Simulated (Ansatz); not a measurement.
**CH₇ClOSiSn: small, medium and large basis sets**

An exercise on one series of results from a longer session: the logs are not shown, and one member is left open.

Computed with Ansatz 0.2.0, Gaussian basis. Level: one geometry, several basis sets.

Levels to be run: PBE0-D4/def2-SVP; ωB97M-V/def2-SVP; PBE0-D4/def2-QZVPP; ωB97M-V/def2-QZVPP; the functionals' def2-TZVPP values are taken from earlier runs.

### Structure used throughout

All runs share one geometry, relaxed beforehand with PBE0-D4 in a triple-zeta def2 set. Sn takes the def2 core potential; no spin-orbit term is included.

SMILES `[CH3][SnH]([Cl])[O][SiH3]`, 12 atoms, charge 0, spin multiplicity 1.

Atoms are counted from 1 here; the program's logs count them from 0.

Bond lengths: C1–Sn2 2.114 Å, C1–H6 1.089 Å, C1–H7 1.090 Å, C1–H8 1.089 Å, Sn2–Cl3 2.332 Å, Sn2–O4 1.951 Å, Sn2–H9 1.701 Å, O4–Si5 1.634 Å, Si5–H10 1.488 Å, Si5–H11 1.487 Å, Si5–H12 1.491 Å. Angles: Sn2–C1–H6 110.0°, Sn2–C1–H7 109.4°, Sn2–C1–H8 108.1°, H6–C1–H7 109.9°, H6–C1–H8 109.7°, H7–C1–H8 109.7°, C1–Sn2–Cl3 108.9°, C1–Sn2–O4 106.1°, C1–Sn2–H9 121.0°, Cl3–Sn2–O4 105.1°, Cl3–Sn2–H9 107.1°, O4–Sn2–H9 107.5°, Sn2–O4–Si5 136.2°, O4–Si5–H10 111.4°, O4–Si5–H11 108.2°, O4–Si5–H12 111.3°, H10–Si5–H11 108.9°, H10–Si5–H12 108.2° and more.

Coordinates:

```xyz
12

C    -2.0473    1.2461   -0.3299
Sn   -0.0786    0.6590   -0.8264
Cl    1.4219    2.1905    0.0919
O     0.2477   -1.0093    0.1304
Si    1.5251   -1.7201    0.8608
H    -2.2829    2.1985   -0.8033
H    -2.7488    0.4824   -0.6652
H    -2.1070    1.3492    0.7528
H     0.3816    0.4194   -2.4466
H     1.7895   -1.1187    2.1958
H     1.2151   -3.1633    1.0360
H     2.7606   -1.5889    0.0374
```

The first run:

File in.yaml:

```yaml
crystal:
  periodic: [false, false, false]
  atoms:
    - {symbol: C, position_ang: [-2.047317, 1.246055, -0.329900]}
    - {symbol: Sn, position_ang: [-0.078602, 0.659019, -0.826381]}
    - {symbol: Cl, position_ang: [1.421924, 2.190478, 0.091917]}
    - {symbol: O, position_ang: [0.247652, -1.009339, 0.130435]}
    - {symbol: Si, position_ang: [1.525114, -1.720081, 0.860815]}
    - {symbol: H, position_ang: [-2.282905, 2.198472, -0.803286]}
    - {symbol: H, position_ang: [-2.748823, 0.482372, -0.665173]}
    - {symbol: H, position_ang: [-2.106975, 1.349242, 0.752844]}
    - {symbol: H, position_ang: [0.381640, 0.419385, -2.446561]}
    - {symbol: H, position_ang: [1.789544, -1.118679, 2.195825]}
    - {symbol: H, position_ang: [1.215110, -3.163341, 1.036040]}
    - {symbol: H, position_ang: [2.760637, -1.588884, 0.037423]}
basis:
  gaussian: {orbitals: def2-SVP}
hamiltonian: {xc: pbe0, dispersion: d4}
output: {orbitals: {seedname: orbitals}}
```

Command:

```sh
$ ansatz run in.yaml --threads 2 --pin off --events-out ev --progress --plain --max-ram 32768MiB --backend cpu
```

Steps of the session up to this table: PBE0-D4 in def2-SVP; ωB97M-V in def2-SVP; PBE0-D4 in def2-QZVPP; ωB97M-V in def2-QZVPP.

One table of the session follows, with a row left open; its other results are not shown here.

It belongs to the step «Density functionals: the series». 

```
functional       basis  HOMO (eV)
   PBE0-D4    def2-SVP      -8.20
   PBE0-D4  def2-TZVPP      -8.32
   PBE0-D4  def2-QZVPP      -8.34
   ωB97M-V    def2-SVP     -10.43
   ωB97M-V  def2-TZVPP          ?
   ωB97M-V  def2-QZVPP     -10.61
```

Q: Estimate the row for ωB97M-V, def2-TZVPP from the others.

As computed: HOMO (eV): -10.58. In the column «HOMO (eV)» it lies between ωB97M-V, def2-QZVPP (-10.61) and ωB97M-V, def2-SVP (-10.43).
